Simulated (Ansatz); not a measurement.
# Ta4NiO11 (Cmmm) in Ansatz: relaxation of cell and atoms with RPBE

Aim: the relaxation of cell and atoms of Ta4NiO11 with RPBE.

Everything below comes from runs of Ansatz 0.2.0. Logs are shortened: lines on timing, memory, paths and dates and some standing lists are left out, and cuts for length are marked.

## Step 1: The structure

The structure is orthorhombic, space group Cmmm (No. 65). Conventional cell: a = 3.910 Å, b = 29.659 Å, c = 3.886 Å, α = 90.00°, β = 90.00°, γ = 90.00°. Ta (site symmetry m2m) has 5 O at 1.91 to 2.02 Å as nearest neighbours. Ta (site symmetry m2m) has 5 O at 1.91 to 1.99 Å as nearest neighbours. Around Ni (site symmetry mmm) lie 4 O at 1.88 to 1.95 Å. Around O (site symmetry m2m) lie 2 Ta at 1.91 Å. O (site symmetry m2m) has 3 Ta at 2.02 to 2.21 Å as nearest neighbours. O (site symmetry m2m) has 1 Ni at 1.88 Å and 2 Ta at 1.99 Å as nearest neighbours. O (site symmetry mmm) has 2 Ni at 1.95 Å and 2 Ta at 2.24 Å as nearest neighbours. O (site symmetry m2m) has 2 Ta at 1.95 Å as nearest neighbours.

The cell was built by a generator and needn't be a form met in nature.

## Step 2: Relaxation of cell and atoms, RPBE, collinear spin, ferromagnetic start

File input.yaml:

```yaml
crystal:
  lattice:
    - [1.95495, -14.82973, 0.0]
    - [1.95495, 14.82973, 0.0]
    - [0.0, 0.0, 3.8859]
  atoms:
    - { symbol: Ta, position: [0.20437, 0.79563, 0.0] }
    - { symbol: Ta, position: [0.92451, 0.07549, 0.0] }
    - { symbol: Ta, position: [0.07549, 0.92451, 0.0] }
    - { symbol: Ta, position: [0.79563, 0.20437, 0.0] }
    - { symbol: Ni, position: [0.5, 0.5, 0.0], spin: 1.0 }
    - { symbol: O, position: [0.13987, 0.86013, 0.0] }
    - { symbol: O, position: [0.72107, 0.27893, 0.0] }
    - { symbol: O, position: [0.43645, 0.56355, 0.0] }
    - { symbol: O, position: [0.56355, 0.43645, 0.0] }
    - { symbol: O, position: [0.0, 0.0, 0.0] }
    - { symbol: O, position: [0.86013, 0.13987, 0.0] }
    - { symbol: O, position: [0.27893, 0.72107, 0.0] }
    - { symbol: O, position: [0.9279, 0.0721, 0.5] }
    - { symbol: O, position: [0.0721, 0.9279, 0.5] }
    - { symbol: O, position: [0.79436, 0.20564, 0.5] }
    - { symbol: O, position: [0.20564, 0.79436, 0.5] }
hamiltonian:
  xc: rpbe
  pseudopotentials: { kind: paw }
magnetization:
  spin_polarized: true
kpoints:
  mp_grid: { grid: [5, 5, 5] }
scf:
  occupations: { method: fermi_dirac, width: 0.05 }
output:
  forces: true
  stress: true
  eigenvalues: true
  write_density: true
  write_potential: true
  elf: true
  volumetric_format: npy
relax:
  f_tol: 0.01
  max_steps: 40
  cell: { stress_tol: 0.05 }
```

Potentials or basis: Ansatz PAW.

The run is started by

```console
$ ansatz run input.yaml --threads 8 --pin off --max-ram 20480MiB --backend cpu --events-out ev --progress --plain --runs-dir out
```

What it wrote:

```text
Warning: RAYON_NUM_THREADS=8 ignored (pool sized by the plan → 8); use --threads N
basis.fft_grid_basis auto: the FFT boxes are laid along the combinations [[1, 1, 0], [0, 1, 0], [0, 0, 1]] of the cell's own vectors, 3.910, 14.958 and 3.886 Å long. The dense box has 27×100×27 points. Along the cell's own vectors, as sized, it would have 100×100×27, 3.70 times as many. Of the 8 symmetry operations that the crystal satisfies within crystal.symmetry.tolerance (time reversal apart; of a slab, those that keep its plane) the dense box along the cell's own vectors carries 8, and the one as laid loses 4 of those. basis.fft_grid_basis: typed keeps the cell's own vectors: state it where this run's energies or levels are differenced outside the engine with another run's, or held beside a run that keeps those vectors. Those combinations have planes normal to reciprocal vector 3, as the cell's own vectors have. Each planar average written beside output.write_density, output.write_potential has a row for each plane of the box: 27. The volumetric files lie along those combinations, not along the cell's own vectors: a cube or XSF file states them, and fields.json those of NumPy files.
Engine: ansatz 0.2.0, aarch64-unknown-linux-gnu
Pseudopotentials: kind: paw
Pseudopotential: Ta, paw, valence charge 13, recommended cutoff 420 eV (normal), Ta.paw.azcp
Pseudopotential: Ni, paw, valence charge 18, recommended cutoff 420 eV (normal), Ni.paw.azcp
Pseudopotential: O, paw, valence charge 6, recommended cutoff 420 eV (normal), O.paw.azcp
Functional definition: RPBE
  parameter kappa = 0.804
  parameter beta = 0.06672455060314922
  exchange = rpbe_x(kappa = kappa, mu = beta*pi^2/3)
  correlation = pbe_c(beta = beta)
Crystal: 16 atoms, lattice volume = 225.315 Å³
[... 247 lines left out ...]
  k-point 1 ↑: bands = ["-95.5647", "-61.3907", "-61.3843", "-61.2814", "-61.2814", "-56.2744", "-56.2703", "-55.1347", "-28.0569", "-27.9386", "-27.9230", "-27.8896", "-27.8687", "-27.8626", "-27.8290", "-27.8290", "-27.7795", "-27.7645", "-27.6658", "-27.6655", "-11.7409", "-11.4999", "-11.4660", "-10.8910", "-10.7745", "-10.5542", "-10.3108", "-9.9812", "-9.9014", "-9.8749", "-9.8725", "1.2025", "1.2376", "1.8961", "1.9795", "2.2270", "2.6752", "2.6923", "2.7562", "3.0032", "3.0658", "3.2754", "3.4380", "3.4582", "3.7577", "3.8306", "4.0577", "4.1663", "4.2703", "4.4155", "4.4603", "4.5276", "4.5514", "4.7649", "4.9793", "5.1104", "5.1407", "5.1859", "5.1985", "5.3589", "5.4238", "5.6707", "5.9541", "6.0559", "6.3026", "6.4704", "6.9074", "7.3139", "7.3649", "9.9667", "10.1694", "10.1999", "10.2858", "10.3270", "10.3358", "10.3597", "10.4974", "11.4935", "11.5857", "11.8096", "11.9817", "12.1986", "12.8589", "13.0630", "13.5052"]
  k-point 2 ↑: bands = ["-95.5647", "-61.3905", "-61.3840", "-61.2811", "-61.2811", "-56.2744", "-56.2703", "-55.1348", "-28.0543", "-27.9361", "-27.9206", "-27.8871", "-27.8664", "-27.8602", "-27.8382", "-27.8266", "-27.8266", "-27.8221", "-27.7240", "-27.7237", "-11.7010", "-11.4446", "-11.4322", "-10.8732", "-10.7588", "-10.5168", "-10.2961", "-9.2391", "-9.1300", "-9.1257", "-9.1184", "1.2202", "1.2538", "1.3853", "1.5091", "1.5309", "1.5321", "1.9517", "2.0171", "2.2819", "2.2852", "2.7131", "2.7504", "2.8576", "2.9177", "3.1112", "3.8400", "3.8610", "4.0771", "4.0794", "4.1867", "4.2907", "4.2929", "4.3835", "4.4319", "4.5046", "4.6058", "4.6349", "4.7537", "4.9000", "5.1323", "5.6024", "6.2415", "6.2783", "6.4065", "6.4572", "7.0374", "7.2766", "7.4429", "10.2578", "10.3373", "11.6393", "11.7630", "11.8053", "11.8067", "11.8330", "11.8476", "11.8746", "12.0153", "12.6556", "12.6892", "12.9995", "13.1027", "13.3365", "13.7698"]
  k-point 26 ↓: bands = ["-95.1572", "-61.3904", "-61.3840", "-61.2816", "-61.2816", "-55.9694", "-55.8250", "-54.6834", "-28.0539", "-27.9393", "-27.9205", "-27.8794", "-27.8663", "-27.8658", "-27.8382", "-27.8274", "-27.8273", "-27.8221", "-27.7250", "-27.7247", "-11.6837", "-11.4747", "-11.4082", "-10.8796", "-10.7314", "-10.4469", "-10.3057", "-9.2390", "-9.1307", "-9.1205", "-9.1174", "0.9827", "1.3848", "1.4791", "1.5147", "1.5326", "1.7830", "1.9461", "2.1135", "2.2380", "2.3019", "2.3987", "2.5973", "2.7554", "3.1832", "3.4205", "3.6599", "3.8859", "4.0726", "4.0823", "4.1930", "4.2771", "4.3235", "4.3503", "4.4123", "4.5477", "4.6393", "4.6708", "4.7208", "5.0668", "5.1328", "5.5748", "6.2591", "6.4520", "6.6275", "6.9955", "7.0508", "7.4285", "7.9989", "10.2204", "10.3785", "11.6465", "11.7334", "11.8004", "11.8119", "11.8472", "11.8784", "11.9131", "11.9693", "12.5821", "12.6411", "12.8785", "13.2738", "13.6332", "13.8445"]
--- Relaxed structure (6 steps of the walk, 6 accepted, 2 SCFs on fresh bases) ---
  F+E_penalty+E_count = -51898.66414520 eV   max|allowed force component| = 6.857e-3 eV/Å   (the final SCF, on the basis selected at the relaxed cell)
  cell:  # Å, volume = 229.1415 Å³
    - [1.9672416040838263, -14.915353998016382, 0.0]
    - [1.9672416040838263, 14.915353998016382, 0.0]
    - [0.0, 0.0, 3.904653605092098]
  atoms:
    - { symbol: Ta, position: [0.20423940662401024, 0.7957605933759897, 0.0] }
    - { symbol: Ta, position: [0.9244817241555429, 0.07551827584445714, 0.0] }
    - { symbol: Ta, position: [0.07551827584445714, 0.9244817241555429, 0.0] }
    - { symbol: Ta, position: [0.7957605933759897, 0.20423940662401024, 0.0] }
    - { symbol: Ni, position: [0.5, 0.5, 0.0] }
    - { symbol: O, position: [0.13983308833320496, 0.8601669116667949, 0.0] }
    - { symbol: O, position: [0.7209871647596442, 0.279012835240356, 0.0] }
    - { symbol: O, position: [0.4364878862330263, 0.5635121137669739, 0.0] }
    - { symbol: O, position: [0.5635121137669739, 0.4364878862330263, 0.0] }
    - { symbol: O, position: [5.483253096071922e-21, -5.483253096072213e-21, 0.0] }
    - { symbol: O, position: [0.8601669116667949, 0.13983308833320496, 0.0] }
    - { symbol: O, position: [0.279012835240356, 0.7209871647596442, 0.0] }
    - { symbol: O, position: [0.9276751684368502, 0.07232483156314973, 0.49999999999999994] }
    - { symbol: O, position: [0.07232483156314973, 0.9276751684368502, 0.49999999999999994] }
    - { symbol: O, position: [0.7946219282379188, 0.20537807176208128, 0.49999999999999994] }
    - { symbol: O, position: [0.20537807176208128, 0.7946219282379188, 0.49999999999999994] }
```

Wall time 3 min (8 threads of Arm Neoverse V1, shared host); peak memory 1.5 GiB.

What came out:

- Free energy: -51898.6641 eV
- Relaxed volume: 14.32 Å³/atom
- Relaxed cell: a = 15.045 Å, b = 15.045 Å, c = 3.905 Å, α = 90.00°, β = 90.00°, γ = 164.97°
- Space group after relaxing (to 0.05 Å): Cmmm (No. 65)
- Energy gained by relaxing: 2.5 meV/atom
- Ionic steps: 8
- Pressure after relaxing: 0.0 GPa
- Largest force after relaxing: 0.007 eV/Å
- Band gap on the k mesh: none (metal or under the smearing width)
- Net moment: 0.40 μB per cell
- Absolute moment: 0.48 μB per cell
- Site moments: Ta +0.00, -0.00; Ni +0.32; O +0.00, -0.00, +0.06 μB

Forces in eV/Å, atoms in the order of the input:
```
Ta   0.000 -0.005  0.000
Ta   0.000 -0.007  0.000
Ta   0.000  0.007  0.000
Ta   0.000  0.005  0.000
Ni   0.000  0.000  0.000
O    0.000  0.001  0.000
O    0.000  0.000  0.000
O    0.000  0.001  0.000
O    0.000 -0.001  0.000
O    0.000  0.000  0.000
O    0.000 -0.001  0.000
O    0.000  0.000  0.000
O    0.000  0.002  0.000
O    0.000 -0.002  0.000
O    0.000  0.000  0.000
O    0.000  0.000  0.000
```

Step by step:
```tsv
step	energy change (eV)	largest force (eV/Å)	volume (Å³)
1	0.0000	0.0516	225.32
2	-0.0250	0.0702	229.32
3	-0.0270	0.0340	229.01
4	-0.0271	0.0093	229.01
5	-0.0406	0.0091	229.01
6	-0.0402	0.0133	229.14
7	-0.0402	0.0068	229.14
8	-0.0407	0.0069	229.14
```

Final structure:
```
CELL_PARAMETERS angstrom
1.96724 -14.91535 0.00000
1.96724 14.91535 0.00000
0.00000 0.00000 3.90465
ATOMIC_POSITIONS crystal
Ta 0.20424 0.79576 0.00000
Ta 0.92448 0.07552 0.00000
Ta 0.07552 0.92448 0.00000
Ta 0.79576 0.20424 0.00000
Ni 0.50000 0.50000 0.00000
O 0.13983 0.86017 0.00000
O 0.72099 0.27901 0.00000
O 0.43649 0.56351 0.00000
O 0.56351 0.43649 0.00000
O 0.00000 0.00000 0.00000
O 0.86017 0.13983 0.00000
O 0.27901 0.72099 0.00000
O 0.92768 0.07232 0.50000
O 0.07232 0.92768 0.50000
O 0.79462 0.20538 0.50000
O 0.20538 0.79462 0.50000
```

Levels at points of the mesh, in eV from the Fermi level:
Spin up:
```csv
k point,band 64,band 65,band 66,band 67,band 68,band 69,band 70,band 71,band 72,band 73
"(0.00, 0.00, 0.00)",-1.87,-1.63,-1.38,-1.08,-0.56,-0.56,0.94,1.19,1.21,1.36
```
Spin down:
```csv
k point,band 65,band 66,band 67,band 68,band 69,band 70,band 71,band 72
"(0.00, 0.00, 0.00)",-1.23,-1.03,-0.91,-0.42,-0.11,0.94,1.19,1.23
```

Caveat: the plane-wave basis is chosen anew once the cell has moved, so the energies of steps on either side of that aren't comparable; the pressure holds a Pulay correction of +0.5 GPa for the finite cutoff; a cell with one magnetic atom can't hold antiferromagnetic order, which such compounds often take; semilocal functionals often make such compounds metallic where correlation or magnetic order opens a gap, which also shifts bond lengths; the PAW data sets come from PBE, with cores solved anew for the run's functional, which leaves a small shift of forces and pressure. Spin-orbit coupling is left out, which matters for the levels of Ta.
